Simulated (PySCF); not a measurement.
# [SmCl4]−: other functionals and bases at one geometry

How far do other levels of theory move the description of [SmCl4]−, and what does each cost? The species was built from a template and needn't be a known compound.

Computed with PySCF 2.14.0. Level: several levels, as the steps say, no spin–orbit coupling.

1 further run of the same task is left out (for a known fault of the program).

### 1 The system as given

5 atoms, charge -1, spin multiplicity 1.

Bond lengths: Sm1–Cl2 2.584 Å, Sm1–Cl3 2.584 Å, Sm1–Cl4 2.584 Å, Sm1–Cl5 2.584 Å. Angles: Cl2–Sm1–Cl3 109.5°, Cl2–Sm1–Cl4 109.5°, Cl2–Sm1–Cl5 109.5°, Cl3–Sm1–Cl4 109.5°, Cl3–Sm1–Cl5 109.5°, Cl4–Sm1–Cl5 109.5°.

Geometry (Å):

```xyz
5

Sm    0.00000    0.00000    0.00000
Cl    1.49185    1.49185    1.49185
Cl   -1.49185   -1.49185    1.49185
Cl    1.49185   -1.49185   -1.49185
Cl   -1.49185    1.49185   -1.49185
```

Formal oxidation states: Sm +3. Each metal's 5 4f electrons lie in its core potential, so multiplicities, spins and levels count the valence alone. An earlier session relaxed this geometry at PBE0, Sm lcecp-1-SVP with ECP51, Cl def2-SVP (singlet, point group Td).

At PBE0 on the finer grid: E = -1874.792822 Eh, HOMO -4.53 eV, LUMO 3.27 eV, Mulliken charge on Sm1 +0.76 e, largest force component 0.002 eV/Å. 

Levels to run: TPSSh; wB97X; PBE0, TZVP. Hardware: 2 threads of Intel Xeon Platinum 8259CL at 2.50GHz (Skylake/Cascade Lake), shared host.

### 2 TPSSh

Contents of run.py (the lines that set the calculation):

```python
mol = gto.M(atom='''
Sm     0.00000     0.00000     0.00000
Cl     1.49185     1.49185     1.49185
Cl    -1.49185    -1.49185     1.49185
Cl     1.49185    -1.49185    -1.49185
Cl    -1.49185     1.49185    -1.49185''',
    basis={'Sm': 'lcecp-1-SVP', 'Cl': 'def2-SVP'},
    ecp={'Sm': 'lcecp-1-SVP'},
    charge=-1, spin=0)
mf = dft.RKS(mol, xc='TPSSH')
mf.grids.atom_grid = (75, 302)  # f atoms: unpruned, at least (60, 302)
mf = mf.density_fit()  # fitting sets: Sm AutoAux, Cl def2-universal-JKFIT
mf.conv_tol = 1e-08; mf.max_cycle = 55
mf.kernel(dm0)  # dm0: the density of the relaxed state
```

Started as:

```sh
$ OMP_NUM_THREADS=2 python run.py
```

### 3 wB97X

Edit run.py (the lines that set the calculation) of step 2 so:

```diff
@@ -9,3 +9,3 @@
     charge=-1, spin=0)
-mf = dft.RKS(mol, xc='TPSSH')
+mf = dft.RKS(mol, xc='WB97X')
 mf.grids.atom_grid = (75, 302)  # f atoms: unpruned, at least (60, 302)
```

### 4 PBE0, TZVP

Basis: Sm lcecp-1-TZVP with ECP51, Cl def2-TZVP. 

Contents of run.py (the lines that set the calculation):

```python
mol = gto.M(atom='''
Sm     0.00000     0.00000     0.00000
Cl     1.49185     1.49185     1.49185
Cl    -1.49185    -1.49185     1.49185
Cl     1.49185    -1.49185    -1.49185
Cl    -1.49185     1.49185    -1.49185''',
    basis={'Sm': 'lcecp-1-TZVP', 'Cl': 'def2-TZVP'},
    ecp={'Sm': 'lcecp-1-TZVP'},
    charge=-1, spin=0)
mf = dft.RKS(mol, xc='PBE0')
mf.grids.atom_grid = (75, 302)  # f atoms: unpruned, at least (60, 302)
mf = mf.density_fit()  # fitting sets: Sm AutoAux, Cl def2-universal-JKFIT
mf.conv_tol = 1e-08; mf.max_cycle = 55
mf.kernel(dm0)  # dm0: free metal ions and neutral atoms
```

What does the calculation give? Wanted: for each run, HOMO; gap; charge on Sm1; dipole; largest force.

**Answer**, as computed:

| level | state | HOMO (eV) | gap (eV) | charge on Sm1 (e) | dipole (D) | largest force (eV/Å) | basis functions | time |
| --- | --- | --- | --- | --- | --- | --- | --- | --- |
| PBE0 (relaxed here) | singlet | -4.53 | 7.79 | 0.76 | 0.00 | 0.00 | 105 | 30 s |
| TPSSh | singlet | -3.82 | 6.94 | 0.79 | 0.00 | 0.08 | 105 | 17 s |
| wB97X | singlet | -6.91 | 11.67 | 0.77 | 0.00 | 0.04 | 105 | 19 s |
| PBE0, TZVP | singlet | -4.80 | 7.94 | 1.32 | 0.00 | 0.02 | 195 | 34 s |

Times are on 2 threads of Intel Xeon Platinum 8259CL at 2.50GHz (Skylake/Cascade Lake), shared host; the first row also made further properties. The dipole of a charged species depends on the origin, so these sizes hold for this origin alone.

In one basis the HOMO–LUMO gap runs from 6.94 eV (TPSSh) to 11.67 eV (wB97X). The largest leftover force, 0.08 eV/Å with TPSSh, stands at a geometry relaxed at another level. The Mulliken charge on Sm spans +0.76 to +1.32 e over the levels. With 4f in the core, its levels are missing from HOMO and gap. Total energies of different levels can't be compared. Spin–orbit coupling is left out throughout.
